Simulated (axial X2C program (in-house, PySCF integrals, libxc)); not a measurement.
# Linear OInO⁺ at several levels

How do method and spin–orbit coupling move the bonds and stretches of OInO⁺, held linear?

Computed with an in-house X2C program for linear molecules on PySCF integrals. Level: all-electron X2C, two-component (2c) or spin-free, O dyall-av3z, In dyall-v3z.

All values are calculated.

2 further runs of the same task are left out: 2 set aside as unsound or not needed.

### 1 The job

File task.json:

```json
{"zs": [8, 49, 8], "q": 1, "bas": ["dyall-av3z", "dyall-v3z", "dyall-av3z"], "r0": [1.93, 1.93], "symm": 1, "scan": ["PBE0", "HF", "PBE"], "levels": ["PBE0", "HF", "r2SCAN"], "nst": 2}
```

Keys: zs atomic numbers; q charge; bas basis sets; r0 starting distance in Å; symm equal bonds; scan levels of the two-bond scan; levels methods; nst determinants followed.

The run is started by

```sh
$ python solin.py task.json out
```

Masses O 15.995, In 114.904, O 15.995 u.

### 2 Scan at PBE0, 2c

State: Ω = 3 (beyond evenly filled blocks: 2 × ω = 3/2). Energies above the lowest point, from the job's result record:

```tsv
r(O–In) (Å)	r(In–O) (Å)	E (meV)
1.8964	1.8964	48.79
1.8964	1.9450	25.49
1.8964	1.9936	53.96
1.9450	1.8964	25.49
1.9450	1.9450	0.00
1.9450	1.9936	26.33
1.9450	2.0423	93.19
1.9936	1.8964	53.96
1.9936	1.9450	26.33
1.9936	1.9936	50.56
2.0423	1.9450	93.19
2.0423	2.0423	178.17
```

A quadratic surface with cubic terms in each bond gives the minimum at 1.943 and 1.943 Å, force constants 3.55, 3.55 and coupling -0.14 mdyn/Å.

### 3 Scan at PBE, 2c

State: Ω = 3 (beyond evenly filled blocks: 2 × ω = 3/2). Energies above the lowest point, from the job's result record:

```tsv
r(O–In) (Å)	r(In–O) (Å)	E (meV)
1.8964	1.8964	99.77
1.8964	1.9450	51.49
1.8964	1.9936	54.62
1.9450	1.8964	51.49
1.9450	1.9450	0.83
1.9450	1.9936	1.59
1.9450	2.0423	42.76
1.9936	1.8964	54.62
1.9936	1.9450	1.59
1.9936	1.9936	0.00
2.0423	1.9450	42.76
2.0423	2.0423	75.39
```

A quadratic surface with cubic terms in each bond gives the minimum at 1.969 and 1.969 Å, force constants 3.11, 3.11 and coupling -0.16 mdyn/Å.

### 4 Scan at PBE0, spin-free

State: M_S = 1, Λ = 2 (beyond evenly filled blocks: 2 × π+α, 2 × π+β, 2 × π-α). Energies above the lowest point, from the job's result record:

```tsv
r(O–In) (Å)	r(In–O) (Å)	E (meV)
1.8964	1.8964	50.85
1.8964	1.9450	26.53
1.8964	1.9936	54.10
1.9450	1.8964	26.53
1.9450	1.9450	0.00
1.9450	1.9936	25.41
1.9450	2.0423	91.46
1.9936	1.8964	54.10
1.9936	1.9450	25.41
1.9936	1.9936	48.71
2.0423	1.9450	91.46
2.0423	2.0423	174.64
```

A quadratic surface with cubic terms in each bond gives the minimum at 1.944 and 1.944 Å, force constants 3.55, 3.55 and coupling -0.14 mdyn/Å.

### 5 The levels side by side

| level | r(O–In) (Å) | r(In–O) (Å) | lower stretch (cm⁻¹) | upper stretch (cm⁻¹) |
| --- | --- | --- | --- | --- |
| PBE0, 2c | 1.943 | 1.943 | 601.7 | 708.0 |
| PBE, 2c | 1.969 | 1.969 | 559.9 | 666.2 |
| PBE0, spin-free | 1.944 | 1.944 | 601.0 | 707.5 |
| PBE, spin-free | 1.970 | 1.970 | 558.8 | 665.4 |

Scans not shown above were run alike.

**Reading.** Over the levels the O–In bond spans 1.943 to 1.970 Å and the In–O bond 1.943 to 1.970 Å. At PBE0 spin–orbit coupling leaves both bonds unchanged to 0.001 Å. Each state is one determinant, the lowest of a limited PBE0 search; the stretches come from a fit to few points and are good to some per cent at best. The stretches are sorted by size, and where the two bonds are alike the symmetric and antisymmetric modes can swap order between levels. The molecule was held linear; bending was not examined, so a bent shape may lie lower. Open-shell Ω = 0 determinants with evenly filled partner blocks cannot be reached by this program, so the Ω shown need not be the lowest component. Note: functional without a current term on a determinant with orbital currents, of the molecule or an atom. Note: several unpaired electrons, one determinant need not be a pure state.
